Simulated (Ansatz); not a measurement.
# CH5FO2Si2: the cost of one run

Method: functionals in def2-TZVPP, the program's frozen cores in correlated methods; program: Ansatz 0.2.0, Gaussian basis.

Levels to be run: PBE-D4, r2SCAN-D4, PBE0-D4, B3LYP-D4, ωB97X-V, ωB97M-V, B2PLYP; CCSD(T)/def2-TZVPP; MP2/def2-QZVPP; extrapolation to the limit.

## 1. The geometry

An earlier PBE0-D4 in a triple-zeta def2 set relaxation fixed the geometry.

11 atoms, charge 0, spin multiplicity 1.

Atoms are counted from 1 here; the program's logs count them from 0.

Bond lengths: C1–Si2 1.853 Å, C1–H7 1.094 Å, C1–H8 1.093 Å, C1–H9 1.093 Å, Si2–O3 1.665 Å, Si2–O5 1.637 Å, Si2–H10 1.478 Å, O3–Si4 1.625 Å, Si4–F6 1.631 Å, O5–H11 0.960 Å. Angles: Si2–C1–H7 111.0°, Si2–C1–H8 110.6°, Si2–C1–H9 110.8°, H7–C1–H8 108.1°, H7–C1–H9 108.1°, H8–C1–H9 108.2°, C1–Si2–O3 107.6°, C1–Si2–O5 113.2°, C1–Si2–H10 112.6°, O3–Si2–O5 110.1°, O3–Si2–H10 107.6°, O5–Si2–H10 105.6°, Si2–O3–Si4 141.2°, O3–Si4–F6 101.2°, Si2–O5–H11 117.3°.

As a file:

```
C    -0.6726    0.8262   -1.1497
Si    0.6650    0.4258    0.0680
O    -0.0500    0.2502    1.5610
Si   -0.6698   -0.8870    2.5427
O     1.5035   -0.9271   -0.3158
F    -0.5680   -2.2119    1.5976
H    -1.3994    0.0118   -1.2155
H    -0.2510    0.9858   -2.1451
H    -1.2061    1.7334   -0.8549
H     1.6724    1.5013    0.1775
H     1.0414   -1.7655   -0.2452
```

## 2. PBE-D4 (GGA)

Contents of in.yaml:

```yaml
crystal:
  periodic: [false, false, false]
  atoms:
    - {symbol: C, position_ang: [-0.672584, 0.826226, -1.149709]}
    - {symbol: Si, position_ang: [0.664961, 0.425796, 0.067992]}
    - {symbol: O, position_ang: [-0.050001, 0.250223, 1.560983]}
    - {symbol: Si, position_ang: [-0.669769, -0.887023, 2.542698]}
    - {symbol: O, position_ang: [1.503494, -0.927134, -0.315797]}
    - {symbol: F, position_ang: [-0.567975, -2.211888, 1.597568]}
    - {symbol: H, position_ang: [-1.399435, 0.011822, -1.215458]}
    - {symbol: H, position_ang: [-0.250984, 0.985767, -2.145052]}
    - {symbol: H, position_ang: [-1.206065, 1.733374, -0.854927]}
    - {symbol: H, position_ang: [1.672432, 1.501295, 0.177532]}
    - {symbol: H, position_ang: [1.041427, -1.765461, -0.245229]}
basis:
  gaussian: {orbitals: def2-TZVPP}
hamiltonian: {xc: pbe, dispersion: d4}
output: {forces: true, orbitals: {seedname: orbitals}}
```

Command:

```console
> ansatz run in.yaml --threads 4 --pin off --events-out ev --progress --plain --max-ram 10444MiB
```

Q: Estimate wall time and peak memory on 4 threads of Arm Neoverse V1, shared host.

About 3.5 s, with a peak of 0.42 GiB.
